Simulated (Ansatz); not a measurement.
# SbH2− (triplet): the correlation ladder at a displaced geometry (v2), def2-SVPD

One table from this session's results is given with a row withheld; the runs are named, their logs left out.

Computed with Ansatz 0.2.0, Gaussian basis. Level: def2-SVPD, core rule «outside noble gas», up to 9 orbitals frozen.

The runs, in order: UHF; CCSD(T) on ROHF; CCSD(T) on UHF; BCCD(T) on ROHF; CISD as a restricted active space (open shells left free, so some higher excitations enter); CCSDT(Q) on ROHF; CCSDT(Q) on UHF; CASSCF and MRCISD+Q, 8 electrons in 6 orbitals; CASSCF and NEVPT2, 8 electrons in 6 orbitals.

21 further runs of the same task are left out: 10 that didn't finish, 11 set aside as unsound or not needed. Runs told in other sessions of the task aren't counted.

**The geometry**

The geometry is a PBE0/def2-TZVPD stationary point (not a proven minimum) with its atoms shifted at random (size 0.100 Å). No spin-orbit coupling is included. Elements past krypton take def2 core potentials.

3 atoms, charge -1, spin multiplicity 3.

Atoms are counted from 1 here; the program's logs count them from 0.

Bond lengths: Sb1–H2 2.106 Å, Sb1–H3 2.116 Å. Angles: H2–Sb1–H3 173.1°.

Set-up of the first run:

The input, in.yaml:

```yaml
crystal:
  periodic: [false, false, false]
  atoms:
    - {symbol: Sb, position_ang: [0.084376, 0.005225, -0.005002]}
    - {symbol: H, position_ang: [-0.080498, 0.013599, -2.104309]}
    - {symbol: H, position_ang: [-0.003878, -0.018825, 2.109311]}
basis:
  gaussian: {orbitals: def2-SVPD}
total_charge: -1
magnetization: {spin_polarized: true, initial_magnetization: 2}
hamiltonian: {xc: hf}
output: {orbitals: {seedname: orbitals}}
```

Started as:

```sh
$ ansatz run in.yaml --threads 1 --pin off --events-out ev --progress --plain --max-ram 2393MiB
```

Among the steps run: UHF; CCSD(T) on ROHF; CCSD(T) on UHF; BCCD(T) on ROHF; CISD as a restricted active space (open shells left free, so some higher excitations enter); CCSDT(Q) on ROHF; CCSDT(Q) on UHF; CASSCF and MRCISD+Q, 8 electrons in 6 orbitals; CASSCF and NEVPT2, 8 electrons in 6 orbitals.

One table of the session follows, with a row left open; its other results are not shown here.

```
          method  from UCCSDT(Q) (meV)
            ROHF               +3822.7
             UHF               +3730.4
            RMP2                +915.7
            UMP2                +903.1
            CISD                +357.4
           RCCSD                +154.6
           UCCSD                +140.8
        RCCSD(T)                 +44.5
        UCCSD(T)                 +32.8
         BCCD(T)                 +44.6
          RCCSDT                 +17.1
          UCCSDT                     ?
       RCCSDT(Q)                 +12.0
       UCCSDT(Q)                     0
  CASSCF valence               +3259.4
  NEVPT2 valence                +921.5
  MRCISD valence                +284.2
MRCISD+Q valence                 +27.3
```

Estimate the missing values for UCCSDT.

The run gave: from UCCSDT(Q) (meV): +5.3. In the column «from UCCSDT(Q) (meV)» it lies between UCCSDT(Q) (0) and RCCSDT(Q) (+12.0).

To keep in mind: Restricted and unrestricted rows rest on different reference determinants; a gap between their highest levels can come from leftover correlation error, from unlike frozen cores or from another state.
